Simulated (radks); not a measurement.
# Ionisation of Ir⁺: one atom, several choices of relativity

The task here is to estimate one member of a computed series from the others.

Method: Kohn-Sham, PBE, spin-unpolarised, spherical densities. Code: radks (a radial shooting solver on a logarithmic mesh, Libxc functionals) version 1.

## The atom as given

```
element       : iridium (Z = 77)
charge        : +1
electrons     : 76
configuration : [Xe] 4f14 5d7 6s1
ion           : Ir²⁺, [Xe] 4f14 5d7
choices       : non-relativistic; scalar-relativistic; Dirac, 2j+1 shares; Dirac, low j first; scalar-relativistic, finite nucleus; Dirac, 2j+1 shares, finite nucleus; Dirac, c × 100; Dirac, c × 10; Dirac, c × 0.75
```

Set-up of the first run:

Input:

```text
Z 77
configuration [Xe] 4f14 5d7 6s1 6p0 7s0
relativity non-relativistic
functional pbe,pbe
spin unpolarised
nucleus point
```

Among the steps run: non-relativistic: Ir⁺.

One table of the session follows, with a row left open; its other results are not shown here.

It belongs to the step «non-relativistic: Ir⁺». Sizes of the orbitals, from the radial functions (bohr):

| level | <r> | outermost maximum (interpolated) | 90 % within | nodes |
| --- | --- | --- | --- | --- |
| 4p | 0.4696 | 0.435 | 0.680 | 2 |
| 4d | 0.4808 | 0.429 | 0.717 | 1 |
| 5s | 1.078 | 0.979 | 1.54 | 4 |
| 4f | 0.5213 | 0.389 | 0.841 | 0 |
| 5p | 1.179 | 1.04 | 1.71 | 3 |
| 5d | 1.630 | 1.28 | 2.53 | 2 |
| 6s | 3.017 | 2.59 | 4.42 | 5 |
| 6p | ? | ? | ? | ? |

Estimate the missing values for 6p.

The run gave: <r>: 3.789; outermost maximum (interpolated): 3.19; 90 % within: 5.62; nodes: 4. In the column «<r>» it is the highest.

Limits of these values: Spin polarisation and multiplet splitting of open shells are left out at every level.
